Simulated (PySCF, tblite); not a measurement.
**C3H7SeSi2 radical: geometry, infrared bands and EPR parameters**

Wanted: the infrared bands and EPR parameters of C3H7SeSi2 radical (`[CH2]C#C[SiH2][Se][SiH3]`), by calculation.

Computed with tblite 0.8.0 and PySCF 2.14.0, with density-fitted response routines of our own, on a single molecule in the gas phase. Atoms are numbered from 0 throughout.

**1. The molecule as given**

13 atoms, charge 0, multiplicity 2; geometry from: force field or distance geometry start.

Bonds of the start (Å): C0–C1 1.45, C1–C2 1.22, C2–Si3 1.80, Si3–Se4 2.28, Se4–Si5 2.29, C0–H6 1.10, C0–H7 1.11, Si3–H8 1.46, Si3–H9 1.49, Si5–H10 1.47, Si5–H11 1.47, Si5–H12 1.47.

**2. Optimising the geometry with GFN2-xTB**

The job: settings as JSON, then the geometry in Å.

```
{"job": {"kind": "relax", "xc": "GFN2-xTB", "basis": "xTB"}, "charge": 0, "multiplicity": 2}
C     -2.624700    -1.414300    -1.566500
C     -1.792700    -0.968900    -0.465100
C     -1.080600    -0.615900     0.461400
Si    -0.031800    -0.058700     1.819500
Se     2.139000    -0.611800     1.390000
Si     2.198300     0.865500    -0.359100
H     -2.550100    -2.508600    -1.685300
H     -2.295200    -0.910600    -2.496600
H     -0.148800     1.386400     1.997000
H     -0.460400    -0.737900     3.069800
H      1.212500     0.471600    -1.374400
H      1.888500     2.214000     0.135500
H      3.541600     0.861100    -0.944000
```

Launch:

```
$ OMP_NUM_THREADS=1 python probes_run.py task.json out
```

One launch serves the whole session: the jobs run in the order shown.

Log:

```text
step      E/eV     max force
  0    -449.74359    3.900
  1    -450.01172    2.174
  2    -450.11884    3.419
  3    -450.22984    0.819
  4    -450.32553    0.841
  5    -450.37633    1.079
  6    -450.39519    0.537
  7    -450.41115    0.504
  8    -450.42533    0.408
  9    -450.43547    0.480
 10    -450.44192    0.347
 11    -450.44668    0.197
 12    -450.44825    0.119
 13    -450.44957    0.086
 14    -450.45070    0.132
 15    -450.45204    0.132
 16    -450.45407    0.160
 17    -450.45654    0.141
 18    -450.45849    0.126
 19    -450.45967    0.097
 20    -450.46060    0.094
 21    -450.46164    0.116
 22    -450.46281    0.142
 23    -450.46391    0.136
 24    -450.46493    0.099
 25    -450.46588    0.088
 26    -450.46670    0.071
 27    -450.46739    0.083
 28    -450.46800    0.073
 29    -450.46867    0.085
 30    -450.46944    0.069
 31    -450.47012    0.074
 32    -450.47057    0.047
 33    -450.47089    0.047
 34    -450.47122    0.050
 35    -450.47160    0.056
 36    -450.47193    0.050
 37    -450.47212    0.026
 38    -450.47221    0.024
 39    -450.47228    0.025
 40    -450.47236    0.030
 41    -450.47245    0.040
 42    -450.47254    0.035
 43    -450.47262    0.030
 44    -450.47269    0.027
 45    -450.47275    0.022
 46    -450.47280    0.025
 47    -450.47284    0.015
 48    -450.47287    0.013
 49    -450.47289    0.013
 50    -450.47293    0.025
 51    -450.47301    0.035
 52    -450.47310    0.032
 53    -450.47318    0.019
 54    -450.47322    0.014
 55    -450.47326    0.016
 56    -450.47332    0.026
 57    -450.47345    0.037
 58    -450.47361    0.038
 59    -450.47374    0.026
 60    -450.47380    0.014
 61    -450.47381    0.011
 62    -450.47383    0.007
```

It took 0.52 s on 1 thread of AMD EPYC 7B13, shared host.

Along the way: (not every step is listed)

```
step  energy from step 0 (eV)  largest force (eV/Å)
   0                   0.0000                3.8999
   1                  -0.2681                2.1744
   2                  -0.3752                3.4192
   3                  -0.4863                0.8191
   4                  -0.5819                0.8408
   5                  -0.6327                1.0792
   6                  -0.6516                0.5371
   7                  -0.6676                0.5044
   8                  -0.6817                0.4085
  12                  -0.7047                0.1191
  16                  -0.7105                0.1600
  20                  -0.7170                0.0942
  24                  -0.7213                0.0989
  28                  -0.7244                0.0729
  32                  -0.7270                0.0468
  36                  -0.7283                0.0498
  40                  -0.7288                0.0301
  44                  -0.7291                0.0272
  48                  -0.7293                0.0127
  52                  -0.7295                0.0323
  56                  -0.7297                0.0265
  57                  -0.7299                0.0369
  58                  -0.7300                0.0377
  59                  -0.7302                0.0257
  60                  -0.7302                0.0136
  61                  -0.7302                0.0112
  62                  -0.7302                0.0073
```

Close pairs (by a distance rule), those that changed most:

```
   bond  before (Å)  after (Å)  change (Å)
  C0–C1       1.450      1.341      -0.110
Si3–Se4       2.281      2.332      +0.051
  C0–H7       1.108      1.076      -0.032
 Si3–H9       1.486      1.457      -0.029
  C0–H6       1.103      1.076      -0.028
 C2–Si3       1.804      1.826      +0.022
Se4–Si5       2.290      2.270      -0.021
  C1–C2       1.221      1.236      +0.015
```

The final coordinates are the input of the step that follows.

**3. Infrared spectrum with GFN2-xTB**

The job: settings as JSON, then the geometry in Å.

```
{"job": {"kind": "ir", "xc": "GFN2-xTB", "basis": "xTB"}, "charge": 0, "multiplicity": 2}
C     -2.350777    -1.482666    -1.612250
C     -1.734806    -1.027818    -0.511637
C     -1.201074    -0.599066     0.517089
Si    -0.176521    -0.065231     1.931105
Se     2.056911    -0.418116     1.361730
Si     2.282774     0.923089    -0.455390
H     -2.709796    -2.495488    -1.661612
H     -2.489064    -0.850286    -2.471473
H     -0.323852     1.370704     2.165702
H     -0.361304    -0.906680     3.106020
H      1.333052     0.484850    -1.471955
H      2.002847     2.299340    -0.055436
H      3.667221     0.739120    -0.859621
```

Log:

```text
mode    cm-1     km/mol
  1      21.4      1.60
  2      46.8      1.88
  3      61.7      0.02
  4      77.2      0.67
  5      93.6      1.00
  6     141.4      4.25
  7     184.2     10.30
  8     303.8      0.09
  9     311.9     49.20
 10     369.1     15.85
 11     371.0     19.33
 12     457.9     78.31
 13     516.9     37.96
 14     533.3     20.75
 15     562.8      4.43
 16     595.0      5.36
 17     662.7    361.21
 18     698.5     18.00
 19     731.3    123.62
 20     753.0    558.87
 21     756.7    329.63
 22     781.4    180.18
 23     940.1      0.96
 24    1264.0      6.03
 25    1399.1      0.37
 26    2075.4     64.46
 27    2248.8    159.73
 28    2281.1    305.87
 29    2295.9    129.26
 30    2302.9    277.91
 31    2341.6    197.78
 32    3099.7      0.94
 33    3124.9      6.18
```

It took 0.6 s on 1 thread of AMD EPYC 7B13, shared host.

Which atoms move in the most intense modes:

```
cm⁻¹  km/mol                       atoms
 663   361.2  H9 42 %, H8 41 %, Si3 13 %
 753   558.9          H12 43 %, H10 38 %
 757   329.6          H12 51 %, H11 37 %
 781   180.2          H10 48 %, H11 47 %
2249   159.7                     H8 94 %
2281   305.9                    H11 92 %
2303   277.9                     H9 85 %
2342   197.8                    H12 95 %
```

**4. g tensor and hyperfine couplings: B3LYP/def2-TZVP-core+pcH-1**

Same as in step 3 but for these lines:

```diff
@@ -1,2 +1,2 @@
-{"job": {"kind": "ir", "xc": "GFN2-xTB", "basis": "xTB"}, "charge": 0, "multiplicity": 2}
+{"job": {"kind": "epr", "basis": "pcH-1"}, "charge": 0, "multiplicity": 2}
 C     -2.350777    -1.482666    -1.612250
```

Level: UKS B3LYP, def2-TZVP-core on Se, pcH-1 on C H Si, non-relativistic, mean-field spin-orbit, GIAO.

Log:

```text
UKS, coarse grid
  cycle   1  E = -3099.04371909  |g| = 1.45e+00
  cycle   2  E = -3099.05292377  |g| = 5.30e-01
  cycle   3  E = -3099.07738756  |g| = 2.86e-01
  cycle   4  E = -3099.10109751  |g| = 1.11e-01
  cycle   5  E = -3099.10738970  |g| = 3.42e-02
  cycle   6  E = -3099.10801586  |g| = 1.03e-02
  cycle   7  E = -3099.10808585  |g| = 3.38e-03
  cycle   8  E = -3099.10809655  |g| = 1.48e-03
  cycle   9  E = -3099.10810246  |g| = 4.31e-04
UKS, final grid
  cycle   1  E = -3099.10812393  |g| = 3.05e-04
  cycle   2  E = -3099.10812403  |g| = 3.12e-04
  cycle   3  E = -3099.10812410  |g| = 1.08e-04
  cycle   4  E = -3099.10812414  |g| = 6.82e-05
  cycle   5  E = -3099.10812414  |g| = 3.79e-05
  cycle   6  E = -3099.10812415  |g| = 2.12e-05
E = -3099.10812415 Eh   <S^2> = 0.7701 (exact 0.7500)
g shifts (ppm)      1          2          3
  rmc          -143       -143       -143
  gc             38         -2         35
  oz_so       -2511        191       1119
  total       -2616         46       1011
hyperfine (MHz)  atom isotope    a_iso     a_fc   dipolar eigenvalues
    0   13C      58.61      58.70    -56.11    -55.10    111.21
    1   13C     -59.36     -59.39    -22.22     -1.28     23.50
    2   13C      46.27      46.25    -45.22    -34.57     79.79
    3  29Si      22.67      22.74     -1.58     -0.50      2.07
    4  77Se       5.87       5.31    -30.92    -28.51     59.43
    5  29Si      -0.19      -0.20     -0.37      0.06      0.32
    6    1H     -49.62     -49.63    -25.88     -0.94     26.83
    7    1H     -49.65     -49.66    -25.88     -0.94     26.83
    8    1H       7.83       7.85     -2.07     -1.46      3.53
    9    1H       4.01       4.04     -1.97     -1.50      3.46
   10    1H       0.72       0.72     -1.44     -0.71      2.15
   11    1H      -0.15      -0.15     -0.67     -0.42      1.09
   12    1H       0.61       0.61     -0.56     -0.22      0.78
```

It took 2.5 min on 1 thread of AMD EPYC 7B13, shared host; peak memory 1.3 GiB.

Principal g values 1.99970, 2.00236, 2.00333; g(iso) = 2.00180, against 2.00232 for a free electron.

Hyperfine couplings; where a row names several nuclei, a(iso) is their mean (it holds for fast rotation or exchange) and the dipolar term the largest among them:

```
       nuclei  isotope  a(iso) (MHz)  a(iso) (G, at g = 2.0023)  largest dipolar term (MHz)
           C1      13C         -59.4                      -21.2                        23.5
           C0      13C          58.6                       20.9                       111.2
       H6, H7       1H         -49.6                      -17.7                        26.8
           C2      13C          46.3                       16.5                        79.8
          Si3     29Si          22.7                        8.1                         2.1
       H8, H9       1H           5.9                        2.1                         3.5
          Se4     77Se           5.9                        2.1                        59.4
H10, H11, H12       1H           0.4                        0.1                         2.1
          Si5     29Si          -0.2                       -0.1                        -0.4
```

Mulliken spin populations:

C0 0.73; C1 -0.27; C2 0.57; Si3 -0.02; Se4 0.05; Si5 0.00; H6 -0.03; H7 -0.03; H8 0.00; H9 0.00; H10 0.00; H11 0.00; H12 0.00

In first order the couplings over 0.8 MHz of 1H give 9 distinct lines over 39.6 G, if the averaged nuclei exchange fast; the same motion can average rows kept apart here too.

Orbitals, density, ELF and potential are computed afterwards from the orbital file.

ELF in a plane through or near 6 of the atoms.

Ten even steps from '0' (0.00) to '9' (1.00):
```
0000000000000000000000000000
0000000000000000000000000000
0000000000014530000000000000
0000000000169995000000000000
0000000000289996000000000000
0000000000157872000000000000
0000003432306325443100000000
0000026766735278765200000000
0000026776773583287410000000
0000002566541266841644420000
0000001356630024657528872000
0000012146164001457317741000
0000158535499800024775100000
0000489963999950002564000000
0000389862799950000110000000
0000035410147400000000000000
0000000000000000000000000000
0000000000000000000000000000
0000000000000000000000000000
0000000000000000000000000000
```
The map spans 12.9 Å across and 11.5 Å up, centred on the molecule. Atoms in the plane (x, y in Å): C0 (3.1, -0.7), C1 (2.0, 0.1), C2 (1.0, 0.9), Si3 (-0.5, 1.9), Si5 (-2.3, -1.2), H10 (-0.9, -1.9).

log10 of the density (e/Å³) in the same plane.

Ten even steps from ' ' (-4.0) to '@' (1.2):
```
                                                        
                      ..........                        
                  ..::::------::..                      
                ..::--==++++==--::..                    
            ..::::--==++******==--::..                  
          ..::----==++**####**++==----::..              
        ..::--====++****@@%%****++++==--::..            
      ..::--==++++****##@@%%######**++==----::..        
      ..::--++++************##%%%%####**++==--::..      
      ..::--++++********++++**##%%%%%%##**++++==--..    
      ..::--++********++====++++**##%%%%%%##**++--::    
    ..::--==++**%%@@##**++======++**##%%%%##**++--::    
    ..::--++**##%%@@####**++==--====++**##**++==::..    
    ..::--++********####**++==------==++++++==--..      
    ..::--==++++++++++++++==--::..::--------::..        
      ..::----==------==----::..    ........            
          ....::::::........                            
                                                        
                                                        
                                                        
```
The map spans 12.9 Å across and 11.5 Å up, centred on the molecule. Atoms in the plane (x, y in Å): C0 (3.1, -0.7), C1 (2.0, 0.1), C2 (1.0, 0.9), Si3 (-0.5, 1.9), Si5 (-2.3, -1.2), H10 (-0.9, -1.9).

On the surface of density 0.002 e/bohr³ the electrostatic potential runs, from the 1st to the 99th percentile, from -0.81 V near Se4 to 1.22 V near H11.

The spin density lies nearest to C0, C2 about 35 % each; C1 11 % (beta excess); H7 7 %.

**5. Summary of results**

```
                                                                  quantity                 value
                                 strongest single infrared mode (GFN2-xTB)  753 cm⁻¹, 559 km/mol
                                              zero-point energy (GFN2-xTB)         46.3 kcal/mol
                                                            g(iso) (B3LYP)               2.00180
                                                                      ⟨S²⟩    0.770 (exact 0.75)
                                        largest a(iso) (averaged by class)  13C on C1, -59.4 MHz
potential on the surface of density 0.002 e/bohr³, 1st and 99th percentile    -0.81 V and 1.22 V
```

**Reading.** Over 62 steps the energy fell by 0.730 eV; of the close pairs, C0–C1 changed most, 1.450 to 1.341 Å. All 33 modes are real, so the xTB geometry is a minimum. GFN2-xTB is a fitted tight-binding method: band positions and strengths are rough. Its intensities can rank the bands wrongly. The largest spin populations lie on C0 (0.73 e), C2 (0.57 e). The isotropic g lies 0.5 ppt below the free-electron value. The hyperfine terms hold no scalar relativity, which the heavier nuclei need. These values are for one conformer; the search (at its own cheap level) found 2 more, at 0.09, 0.45 kcal/mol, and measured spectra average over such forms.
